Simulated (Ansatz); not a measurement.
# C₃H₉BClN: one species, many methods

How much do the methods differ for C₃H₉BClN? The plan is to run it at one geometry with functionals of several rungs and with coupled cluster, and see how far each lands from CCSD(T) at the basis-set limit for the atomisation energy.

Program: Ansatz 0.2.0, Gaussian basis. Level of theory: functionals in def2-TZVPP, the program's frozen cores in correlated methods. These are calculated values, not measurements.

Plan: PBE-D4, r2SCAN-D4, PBE0-D4, B3LYP-D4, ωB97X-V, ωB97M-V, B2PLYP; CCSD(T)/def2-TZVPP; MP2/def2-QZVPP; extrapolation to the limit.

### Step 1. The relaxed structure

An earlier PBE0-D4 in a triple-zeta def2 set relaxation fixed the geometry.

SMILES `CCN(C)BCl`, 15 atoms, charge 0, spin multiplicity 1.

Atoms are counted from 1 here; the program's logs count them from 0.

Bond lengths: C1–C2 1.519 Å, C1–H7 1.092 Å, C1–H8 1.092 Å, C1–H9 1.092 Å, C2–N3 1.454 Å, C2–H10 1.090 Å, C2–H11 1.096 Å, N3–C4 1.447 Å, N3–B5 1.385 Å, C4–H12 1.089 Å, C4–H13 1.095 Å, C4–H14 1.094 Å, B5–Cl6 1.773 Å, B5–H15 1.192 Å. Angles: C2–C1–H7 111.9°, C2–C1–H8 110.3°, C2–C1–H9 110.4°, H7–C1–H8 107.7°, H7–C1–H9 108.3°, H8–C1–H9 108.2°, C1–C2–N3 113.1°, C1–C2–H10 109.7°, C1–C2–H11 110.2°, N3–C2–H10 108.4°, N3–C2–H11 108.1°, H10–C2–H11 107.2°, C2–N3–C4 114.4°, C2–N3–B5 124.7°, C4–N3–B5 120.9°, N3–C4–H12 109.8°, N3–C4–H13 110.6°, N3–C4–H14 111.4° and more.

Coordinates:

```
C     0.06563    1.15992   -1.40165
C    -0.70470    0.69353   -0.17869
N    -0.00080   -0.32516    0.58367
C    -0.11677   -1.66333    0.04489
B     0.75373   -0.07927    1.71827
Cl    0.93334    1.55795    2.37546
H     0.28188    0.33597   -2.08528
H    -0.51295    1.90490   -1.95259
H     1.01236    1.61477   -1.10356
H    -0.89858    1.54147    0.47855
H    -1.67706    0.28535   -0.47689
H     0.44872   -2.35999    0.66176
H    -1.16455   -1.98249    0.02549
H     0.27097   -1.71657   -0.97716
H     1.30878   -0.96706    2.28772
```

### Step 2. PBE-D4 (GGA)

in.yaml

```yaml
crystal:
  periodic: [false, false, false]
  atoms:
    - {symbol: C, position_ang: [0.065632, 1.159920, -1.401653]}
    - {symbol: C, position_ang: [-0.704697, 0.693532, -0.178688]}
    - {symbol: N, position_ang: [-0.000802, -0.325163, 0.583674]}
    - {symbol: C, position_ang: [-0.116767, -1.663328, 0.044893]}
    - {symbol: B, position_ang: [0.753729, -0.079265, 1.718267]}
    - {symbol: Cl, position_ang: [0.933342, 1.557948, 2.375462]}
    - {symbol: H, position_ang: [0.281881, 0.335970, -2.085278]}
    - {symbol: H, position_ang: [-0.512949, 1.904904, -1.952587]}
    - {symbol: H, position_ang: [1.012356, 1.614774, -1.103558]}
    - {symbol: H, position_ang: [-0.898576, 1.541472, 0.478552]}
    - {symbol: H, position_ang: [-1.677061, 0.285352, -0.476888]}
    - {symbol: H, position_ang: [0.448723, -2.359993, 0.661762]}
    - {symbol: H, position_ang: [-1.164553, -1.982495, 0.025491]}
    - {symbol: H, position_ang: [0.270965, -1.716570, -0.977164]}
    - {symbol: H, position_ang: [1.308779, -0.967057, 2.287717]}
basis:
  gaussian: {orbitals: def2-TZVPP}
hamiltonian: {xc: pbe, dispersion: d4}
output: {forces: true, orbitals: {seedname: orbitals}}
```

Command:

```sh
ansatz run in.yaml --threads 2 --pin off --events-out ev --progress --plain --max-ram 32768MiB --backend cuda --devices 0, --max-vram 18GiB
```

The runs that follow: r2SCAN-D4 (meta-GGA); PBE0-D4 (hybrid); B3LYP-D4 (hybrid); ωB97X-V (range-separated); ωB97M-V (range-separated); B2PLYP (double hybrid); CCSD(T) in def2-TZVPP; MP2 in def2-QZVPP.

**Question.** What will the summary of the whole plan be? Wanted: atomisation energy, CCSD(T)/CBS; farthest; mean size of error, hybrid; mean size of error, range-separated; gap, smallest and largest; T1 diagnostic; triples share of the correlation energy.

**Answer**, as computed:

| quantity | value |
| --- | --- |
| atomisation energy, CCSD(T)/CBS | 5801.8 kJ/mol |
| functionals within 29.0 kJ/mol (0.5 %) | r2SCAN-D4, B3LYP-D4, ωB97X-V |
| farthest | PBE-D4 (+135.2 kJ/mol) |
| mean size of error, hybrid | 41.5 kJ/mol |
| mean size of error, range-separated | 32.1 kJ/mol |
| gap, smallest and largest | 5.42 eV (PBE-D4), 12.05 eV (ωB97X-V) |
| T1 diagnostic | 0.0112 |
| triples share of the correlation energy | 4.0 % |

What this shows: PBE-D4 misses by +135.2 kJ/mol. Double hybrids carry the basis error of their MP2 part in triple zeta, and no dispersion term here, so their miss is partly the set-up's. Misses under about 29.0 kJ/mol are within the doubt on the reference itself, which lacks core-valence correlation, relativity and higher excitations. Hartree-Fock recovers 75 % of the binding; the rest is correlation. Orbital gaps span 5.4 to 12.0 eV; exact exchange widens them.
